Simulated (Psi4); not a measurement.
# TPSS/def2-SVP run of TiH4O4 (SMILES O[Ti](O)(O)O)

What is the energy change on altering one bond length of TiH4O4 at TPSS/def2-SVP? 

Program for the calculation: Psi4 1.11.

19 further runs of the same task are left out: 18 that didn't finish, 1 set aside as unsound or not needed.

## 1. The molecule

TiH4O4 has 9 atoms, charge 0, and is taken as a singlet. As SMILES, `O[Ti](O)(O)O`. The shape is that of a PBE0-D4/def2-TZVP optimisation. This is one conformer, not always the lowest.

Bond lengths: O1–Ti2 1.801 Å, Ti2–O3 1.801 Å, Ti2–O4 1.801 Å, Ti2–O5 1.801 Å, O1–H6 0.958 Å, O3–H7 0.958 Å, O4–H8 0.958 Å, O5–H9 0.958 Å. Angles: O1–Ti2–O3 108.5°, O1–Ti2–O4 109.9°, O1–Ti2–O5 110.0°, O3–Ti2–O4 110.0°, O3–Ti2–O5 109.9°, O4–Ti2–O5 108.5°, Ti2–O1–H6 129.5°, Ti2–O3–H7 129.5°, Ti2–O4–H8 129.5°, Ti2–O5–H9 129.6°.

## 2. Energy and forces at TPSS/def2-SVP

Contents of job.dat:

```
memory 2200 mb

molecule {
  0 1
  O
  Ti 1 r2
  O 2 r3 1 a3
  O 2 r4 1 a4 3 d4
  O 2 r5 1 a5 3 d5
  H 1 r6 2 a6 5 d6
  H 3 r7 2 a7 5 d7
  H 4 r8 2 a8 5 d8
  H 5 r9 2 a9 1 d9

  r2 = 1.801112
  r3 = 1.801132
  a3 = 108.51658
  r4 = 1.80113
  a4 = 109.94322
  d4 = -120.28766
  r5 = 1.801072
  a5 = 109.95917
  d5 = 120.28951
  r6 = 0.957898
  a6 = 129.53955
  d6 = -107.41344
  r7 = 0.9579
  a7 = 129.52252
  d7 = 12.02865
  r8 = 0.957948
  a8 = 129.54218
  d8 = -132.29936
  r9 = 0.957931
  a9 = 129.57975
  d9 = -11.98708
  symmetry c1
  no_reorient
  no_com
}

set {
  puream true
  e_convergence 1e-09
  d_convergence 1e-08
  scf_type pk
  dft_radial_points 99
  dft_spherical_points 590
}

e, wfn = gradient("tpss/def2-SVP", return_wfn=True)
oeprop(wfn, "MAYER_INDICES", "QUADRUPOLE", "LOWDIN_CHARGES")
```

Launch:

```bash
$ psi4 -i job.dat -o job.out -n 1
```

job.out (excerpt; [...] marks lines left out):

```text
[...]
  Running in c1 symmetry.
[...]
  Nuclear repulsion =  327.335103363792427
[...]
  Multiplicity = 1
[...]
  Nalpha       = 29
  Nbeta        = 29
[...]
    Number of basis functions: 107
[...]
   @RKS iter   1: -1151.76155976869859   -2.61770e-01   1.46967e-02 DIIS/ADIIS
[...]
   @RKS iter  14: -1152.71978966897177   -1.84173e-11   5.29056e-09 DIIS
[...]
    Orbital Energies [Eh]
    ---------------------
    Doubly Occupied:
       1A   -178.166289     2A    -19.606120     3A    -18.877651
       4A    -18.877616     5A    -18.877597     6A    -18.877590
       7A    -16.340133     8A    -16.339630     9A    -16.339630
      10A     -2.273995    11A     -1.418469    12A     -1.416032
      13A     -1.416028    14A     -0.879214    15A     -0.869933
      16A     -0.869318    17A     -0.869310    18A     -0.427720
      19A     -0.426369    20A     -0.426351    21A     -0.422411
      22A     -0.302802    23A     -0.295835    24A     -0.287440
      25A     -0.278695    26A     -0.278691    27A     -0.255410
      28A     -0.252732    29A     -0.252720
[...]
  @RKS Final Energy: -1152.71978966897177
   => Energetics <=
    Nuclear Repulsion Energy =            327.3351033637924274
    One-Electron Energy =               -2234.4763716576508159
    Two-Electron Energy =                 832.4904590989033295
    DFT Exchange-Correlation Energy =     -78.0689804740164988
    Empirical Dispersion Energy =           0.0000000000000000
    VV10 Nonlocal Energy =                  0.0000000000000000
    Total Energy =                      -1152.7197896689717709
[...]
  -Total Gradient:
     Atom            X                  Y                   Z
    ------   -----------------  -----------------  -----------------
       1       -0.007997760566     0.007570727454    -0.005713085552
       2        0.000008720441     0.000002355116     0.000004507405
       3        0.007994788949    -0.003011364422     0.008997425583
       4       -0.009020588881    -0.006927586911     0.004822506592
       5        0.009022239258     0.002379418979    -0.008107049230
       6        0.007949427204    -0.007349152478     0.008624852251
       7       -0.007948209179     0.005842514821    -0.009712791887
       8        0.011250196131     0.005376698239    -0.005884902390
       9       -0.011258427900    -0.003883552075     0.006968384801
[...]
 Multipole Moments:
 ------------------------------------------------------------------------------------
     Multipole            Electronic (a.u.)      Nuclear  (a.u.)        Total (a.u.)
 ------------------------------------------------------------------------------------
 L = 1.  Multiply by 2.5417464519 to convert [e a0] to [Debye]
 Dipole X            :          0.0004358           -0.0002321            0.0002037
 Dipole Y            :         -0.0000018            0.0006527            0.0006509
 Dipole Z            :         -0.0003716            0.0007683            0.0003967
 Magnitude           :                                                    0.0007890
 L = 2.  Multiply by 1.3450342976 to convert [e a0^2] to [Debye ang]
 Quadrupole XX       :       -183.3388182          160.3178374          -23.0209808
 Quadrupole XY       :          0.0061172           -0.0030570            0.0030602
[...]
```

It took 65 s on 1 thread of Intel Xeon 6975P-C (Granite Rapids), shared host; peak memory 1 GiB.

## 3. The distorted shape at the same level

Contents of input.json:

```json
{
 "schema_name": "qcschema_input",
 "schema_version": 1,
 "molecule": {
  "schema_name": "qcschema_molecule",
  "schema_version": 2,
  "symbols": ["O", "Ti", "O", "O", "O", "H", "H", "H", "H"],
  "geometry": [-0.35510222, 3.595323, -3.60766292, 0.00013228, 0.00017008, -9.449e-05, 3.12127954, -1.35173999, -0.12494869, -2.33500229, -2.41733766, -0.53636097, -0.54894654, 1.37247029, 3.06574049, -1.65564953, 3.87039154, -4.83632505, 4.29153023, -1.67424065, 1.21789069, -2.122427, -4.11251648, -1.13487502, -0.63262361, 3.11428755, 3.55153238],
  "molecular_charge": 0,
  "molecular_multiplicity": 1,
  "fix_symmetry": "c1",
  "fix_com": true,
  "fix_orientation": true
 },
 "driver": "gradient",
 "model": {
  "method": "tpss",
  "basis": "def2-SVP"
 },
 "keywords": {
  "puream": true,
  "e_convergence": 1e-09,
  "d_convergence": 1e-08,
  "scf_type": "pk",
  "dft_radial_points": 99,
  "dft_spherical_points": 590,
  "scf_properties": ["MULLIKEN_CHARGES", "LOWDIN_CHARGES", "MAYER_INDICES"]
 }
}
```

Launch:

```bash
$ psi4 --qcschema input.json -n 1 --memory 2200MB
```

stdout (excerpt; [...] marks lines left out):

```text
[...]
  Running in c1 symmetry.
[...]
  Nuclear repulsion =  300.392787347535943
[...]
  Multiplicity = 1
[...]
  Nalpha       = 29
  Nbeta        = 29
[...]
    Number of basis functions: 107
[...]
   @RKS iter   1: -1151.47396074644007   -1.72202e-01   1.52180e-02 ADIIS/DIIS
[...]
   @RKS iter  20: -1152.61157293564384   -5.61613e-11   9.36370e-09 DIIS
[...]
  @RKS Final Energy: -1152.61157293564384
   => Energetics <=
    Nuclear Repulsion Energy =            300.3927873475359434
    One-Electron Energy =               -2179.6665968625807182
    Two-Electron Energy =                 804.6077240894138640
    DFT Exchange-Correlation Energy =     -77.9454875100128106
    Empirical Dispersion Energy =           0.0000000000000000
    VV10 Nonlocal Energy =                  0.0000000000000000
    Total Energy =                      -1152.6115729356438351
[...]
 Multipole Moments:
 ------------------------------------------------------------------------------------
     Multipole            Electronic (a.u.)      Nuclear  (a.u.)        Total (a.u.)
 ------------------------------------------------------------------------------------
 L = 1.  Multiply by 2.5417464519 to convert [e a0] to [Debye]
 Dipole X            :          1.2737126           -1.0584318            0.2152808
 Dipole Y            :        -11.7015056           10.7913888           -0.9101168
 Dipole Z            :         11.8122446          -10.8297125            0.9825321
 Magnitude           :                                                    1.3564762
[...]
  -Total Gradient:
     Atom            X                  Y                   Z
    ------   -----------------  -----------------  -----------------
       1       -0.029973030537     0.033109733930    -0.054065711491
       2        0.009798527967    -0.033149200405     0.041230722247
       3        0.019426400814    -0.005915467547     0.010407039364
       4       -0.005555346437    -0.020586686033    -0.008627477421
       5       -0.001568526114     0.017815783117     0.013865507749
       6        0.020346558114     0.007939661261     0.007564990743
       7       -0.011052634301     0.002217094084    -0.010897646263
       8       -0.001902957653     0.014400669637     0.005800455982
       9        0.000520664215    -0.015858460948    -0.005300907709
[...]
```

It took 78 s on 1 thread of Intel Xeon 6975P-C (Granite Rapids), shared host; peak memory 1 GiB.

## 4. Outcome

Level: TPSS/def2-SVP.

| quantity | value |
| --- | --- |
| first shape: total energy | -1152.71979 Eh |
| first shape: dipole moment | 0.00 D |
| first shape: HOMO energy | -6.88 eV |
| first shape: LUMO energy | -1.65 eV |
| first shape: HOMO–LUMO gap | 5.22 eV |
| first shape: largest force on an atom | 0.712 eV/Å |
| distorted shape: total energy | -1152.61157 Eh |
| distorted shape: dipole moment | 3.45 D |
| distorted shape: HOMO energy | -4.35 eV |
| distorted shape: LUMO energy | -3.05 eV |
| distorted shape: HOMO–LUMO gap | 1.30 eV |
| distorted shape: largest force on an atom | 3.606 eV/Å |
| energy change with the O1–Ti2 bond stretched from 1.801 to 2.702 Å | 2.945 eV |

In words: With the O1–Ti2 bond stretched from 1.801 to 2.702 Å the energy rises by 2.94 eV (284 kJ/mol). The first shape isn't relaxed at this level, so the change isn't measured from a minimum. A restricted reference can't describe the breaking bond well at this length. The largest force (first shape) is 0.71 eV/Å: the shape isn't a stationary point for this species at this level.
